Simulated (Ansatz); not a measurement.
# TlB in Ansatz: convergence with k mesh

TlB:

```
Tl B
1.0
    -2.13749    2.13749    2.34287
     2.13749   -2.13749    2.34287
     2.13749    2.13749   -2.34287
Tl B
1 1
Direct
  0.50000 0.50000 0.00000
  0.00000 0.00000 0.00000
```

The cell was built by a generator and needn't be a form met in nature.

- Program: Ansatz 0.2.0
- Task: convergence study
- Functional: LDA
- Potentials or basis: Ansatz PAW
- Cutoff: 420 eV (not typed: the program's choice for these potentials)
- k mesh: 3 × 3 × 3
- Occupations: gaussian, width 0.05 eV
- Spin: spin-orbit coupling, no magnetisation

These are the settings of the first run; the series varies k mesh, with any setting tied to it.

Hardware: 2 threads of Arm Neoverse V2, with other jobs on the host.

```csv
k mesh,"energy less the tightest run, at zero smearing (meV/atom)",pressure (GPa),SCF cycles,CPU time (s),peak memory (GiB)
3 × 3 × 3,-100.81,-12.38,6,1.2,0.32
4 × 4 × 4,-69.62,-10.56,6,1.9,0.34
5 × 5 × 5,-13.73,-10.54,6,2.3,0.36
6 × 6 × 6,10.69,-10.07,7,3.6,0.39
8 × 8 × 8,-0.30,-9.83,6,6.3,0.42
10 × 10 × 10,1.95,-9.78,7,11,0.47
12 × 12 × 12,2.19,-9.79,7,16,0.55
14 × 14 × 14,0.00,-9.68,7,24,0.65
```

Not settled before the last step: the energy (to 1 meV/atom), the pressure (to 0.1 GPa). Meshes of other sizes hit other points, so gaps and Fermi surfaces needn't settle smoothly. The tightest run that finished is the yardstick and may itself not be fully converged.

Caveat, for the tightest run too: the PAW data sets come from PBE, with cores solved anew for the run's functional, which leaves a small shift of forces and pressure.
